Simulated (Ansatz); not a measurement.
**Ta3AsAu2O13 in Ansatz: the effect of Hubbard term**

Ta3AsAu2O13:

```xyz
19
Lattice="5.4520 0.0000 0.0000 -2.7260 4.7216 0.0000 0.0000 0.0000 9.5790" Properties=species:S:1:pos:R:3 pbc="T T T"
Ta    0.0000    0.0000    1.8591
Ta    0.0000    0.0000    7.7199
Ta    2.7260    1.5739    0.0000
As    0.0000    0.0000    4.7895
Au    0.0000    3.1478    2.6273
Au    0.0000    3.1478    6.9517
O     0.0000    0.0000    0.0000
O    -1.3422    4.5861    3.4870
O    -0.5745    1.2662    3.4870
O     1.9167    3.5909    3.4870
O    -1.3422    4.5861    6.0921
O    -0.5745    1.2662    6.0921
O     1.9167    3.5909    6.0921
O     1.1852    1.5782    8.2230
O     3.4927    0.2373    8.2230
O     3.5002    2.9061    8.2230
O     1.1852    1.5782    1.3560
O     3.4927    0.2373    1.3560
O     3.5002    2.9061    1.3560
```

The cell was built by a generator and needn't be a form met in nature.

Alike in all runs:

| Quantity | Value |
| --- | --- |
| Program | Ansatz 0.2.0 |
| Task | projected density of states |
| Functional | PBE |
| Potentials or basis | Ansatz PAW soft_1 |
| Cutoff | 420 eV |
| Density cutoff | 1680 eV |
| k mesh | 6 × 6 × 3 |
| Occupations | fermi-dirac, width 0.05 eV |
| Spin | no spin polarisation |
| Hubbard projectors | ortho-atomic (the default) |
| Double counting | fll (the default) |

Question: One run gave: pressure 5.3 GPa; largest force 1.14 eV/Å. Which Hubbard term did it use?
A. Au d U = 6 eV, Ta d U = 6 eV
B. Au d U = 2 eV, Ta d U = 2 eV
C. Au d U = 4 eV, Ta d U = 4 eV
D. Au d U = 8 eV, Ta d U = 8 eV

Answer: D.

```csv
Hubbard term,pressure (GPa),largest force (eV/Å)
"Au d U = 2 eV, Ta d U = 2 eV",0.8,0.37
"Au d U = 4 eV, Ta d U = 4 eV",2.1,0.57
"Au d U = 6 eV, Ta d U = 6 eV",3.6,0.83
"Au d U = 8 eV, Ta d U = 8 eV",5.3,1.14
```

Caveats: U without spin polarisation on a metal has little footing; forces of over 1 eV/Å show positions far from the minimum, so gaps and moduli don't describe the material at rest (some runs).

Not every run made on this cell is shown here.
